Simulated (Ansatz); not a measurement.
# SnH4 (SMILES [SnH4]) at BCCD(T)/def2-SVPD (core potential)

What is the electronic atomisation energy of SnH4 at BCCD(T)/def2-SVPD (core potential)? 

Program for the calculation: Ansatz 0.2.0.

30 further runs of the same task are left out: 1 that didn't finish, 29 set aside as unsound or not needed.

## (1) The system as given

SnH4 has 5 atoms, charge 0, and is taken as a singlet. SMILES: `[SnH4]`. The shape is that of a PBE0-D4/def2-TZVP optimisation.

Bond lengths: Sn1–H2 1.704 Å, Sn1–H3 1.704 Å, Sn1–H4 1.704 Å, Sn1–H5 1.704 Å. Angles: H2–Sn1–H3 109.5°, H2–Sn1–H4 109.5°, H2–Sn1–H5 109.5°, H3–Sn1–H4 109.5°, H3–Sn1–H5 109.5°, H4–Sn1–H5 109.5°.

## (2) The energy at BCCD(T)/def2-SVPD (core potential)

File in.yaml:

```yaml
crystal:
  periodic: [false, false, false]
  atoms:
    - symbol: Sn
      position_ang: [0.000030, 0.000010, 0.000040]
    - symbol: H
      position_ang: [0.823920, -0.853480, 1.222940]
    - symbol: H
      position_ang: [-1.563610, 0.403420, 0.543140]
    - symbol: H
      position_ang: [-0.116810, -0.974610, -1.392490]
    - symbol: H
      position_ang: [0.856470, 1.424640, -0.373640]
basis:
  gaussian:
    orbitals: def2-SVPD
correlation:
  method: bccd_t
  frozen_orbitals: {H: 0, Sn: 4}
accuracy: high
scf:
  omitted_lower_state_checks: [cluster_reference, increment]
```

Launch:

```sh
$ ansatz run in.yaml --threads 1 --pin off --max-ram 3480MiB --events-out events.jsonl --progress --plain --runs-dir runs
```

The log of the run:

```text
Warning: RAYON_NUM_THREADS=1 ignored (pool sized by the plan → 1); use --threads N
[... 11 lines left out ...]
4 core orbitals not correlated: weight in the atoms' cores, before any rotation towards them, 1.000 or more for the frozen orbitals, at most 0.000 for the correlated occupied ones
[... 21 lines left out ...]
Total energy: -5872.42481399 eV, -215.8076314416 hartree
Checks for a lower state left out: cluster_reference, increment
```

Run time: 11 s. Hardware: 1 thread of Intel Xeon Platinum 8259CL at 2.50GHz (Skylake/Cascade Lake), shared host; peak memory 0.35 GiB.

## (3) The H atom: the energy at UHF/def2-SVPD

File job.yaml:

```yaml
crystal:
  periodic: [false, false, false]
  atoms:
    - symbol: H
      position_ang: [0.000000, 0.000000, 0.000000]
basis:
  gaussian:
    orbitals: def2-SVPD
magnetization:
  spin_polarized: true
  initial_magnetization: 1
hamiltonian:
  xc: hf
accuracy: high
```

Run the same way, it converges to -0.49928 Eh (log not shown).

## (4) The Sn atom, same level

File run.yaml:

```yaml
crystal:
  periodic: [false, false, false]
  atoms:
    - symbol: Sn
      position_ang: [0.000000, 0.000000, 0.000000]
basis:
  gaussian:
    orbitals: def2-SVPD
magnetization:
  spin_polarized: true
  initial_magnetization: 2
correlation:
  method: bccd_t
  frozen_orbitals: {Sn: 4}
accuracy: high
scf:
  omitted_lower_state_checks: [cluster_reference, increment]
```

Run the same way, it converges to -213.41180 Eh (log not shown).

## (5) Summary of results

Level: BCCD(T)/def2-SVPD (core potential), 4 core orbitals frozen.

```
                                             quantity          value
                               molecule: total energy  -215.80763 Eh
molecule: correlation energy (4 core orbitals frozen)     -174.3 mEh
                             molecule: (T) correction      -4.07 mEh
                                 H atom: total energy    -0.49928 Eh
                                         H atom: ⟨S²⟩          0.750
                                Sn atom: total energy  -213.41180 Eh
 Sn atom: correlation energy (4 core orbitals frozen)      -75.3 mEh
                              Sn atom: (T) correction      -1.91 mEh
           Sn atom: ⟨S²⟩ of the reference determinant          2.012
                        electronic atomisation energy      10.850 eV
```

**Reading.** Taking the molecule apart into free atoms costs 10.85 eV (1047 kJ/mol), before zero-point energy and without spin-orbit coupling. The triples (molecule) make up 2.3 % of the correlation energy. The triples (Sn atom) make up 2.5 % of the correlation energy.
